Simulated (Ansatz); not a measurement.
**C₂H₂FMg+: one structure at several levels**

One table from this session's results is given with a row withheld; the runs are named, their logs left out.

The runs use Ansatz 0.2.0, Gaussian basis; single points in def2-TZVPP.

Correlated methods freeze the cores. The outer core shell of Li, Na, Mg and K is correlated.

### The system as given

SMILES `C=[C+][Mg][F]`, 6 atoms, charge 1, spin multiplicity 1.

Atoms are counted from 1 here; the program's logs count them from 0.

Bond lengths: C1–C2 1.225 Å, C1–H5 1.109 Å, C1–H6 1.274 Å, C2–Mg3 2.075 Å, Mg3–F4 1.532 Å. Angles: C2–C1–H5 139.1°, C2–C1–H6 131.6°, H5–C1–H6 81.2°, C1–C2–Mg3 168.1°, C2–Mg3–F4 173.6°.

Coordinates:

```xyz
6

C    -0.4539    1.2263   -0.2085
C    -0.1470    0.0611    0.0095
Mg    0.7486   -1.8012    0.2013
F     1.5165   -3.1028    0.4535
H    -1.1236    1.8061   -0.8752
H    -0.7252    2.1911    0.5777
```

The first run:

Input file run/in.yaml:

```yaml
crystal:
  periodic: [false, false, false]
  atoms:
    - {symbol: C, position_ang: [-0.453900, 1.226300, -0.208500]}
    - {symbol: C, position_ang: [-0.147000, 0.061100, 0.009500]}
    - {symbol: Mg, position_ang: [0.748600, -1.801200, 0.201300]}
    - {symbol: F, position_ang: [1.516500, -3.102800, 0.453500]}
    - {symbol: H, position_ang: [-1.123600, 1.806100, -0.875200]}
    - {symbol: H, position_ang: [-0.725200, 2.191100, 0.577700]}
basis:
  gaussian: {orbitals: def2-TZVPP}
total_charge: 1
correlation: {method: ccsd_t}
output: {forces: true}
```

No record of the launch command was kept for these runs.

Steps of the session up to this table: CCSD(T)/def2-TZVPP; PBE0-D4/def2-TZVPP; wB97M-V/def2-TZVPP; r2SCAN-D4/def2-TZVPP; PBE-D4/def2-TZVPP; SPW92/def2-TZVPP; B97M-V/def2-TZVPP.

One table of the session follows, with a row left open; its other results are not shown here.

```
   method  RMS force component (eV/Å)  angle to CCSD(T) forces (°)
  CCSD(T)                       3.151                    reference
  PBE0-D4                       2.984                          5.7
  wB97M-V                       3.025                          6.8
r2SCAN-D4                       3.018                          5.4
   PBE-D4                           ?                            ?
    SPW92                       2.807                          8.4
   B97M-V                       2.999                          4.9
```

Q: Estimate the row for PBE-D4 from the others.

The run gave: RMS force component (eV/Å): 3.115; angle to CCSD(T) forces (°): 5.2. In the column «RMS force component (eV/Å)» it lies between wB97M-V (3.025) and CCSD(T) (3.151).
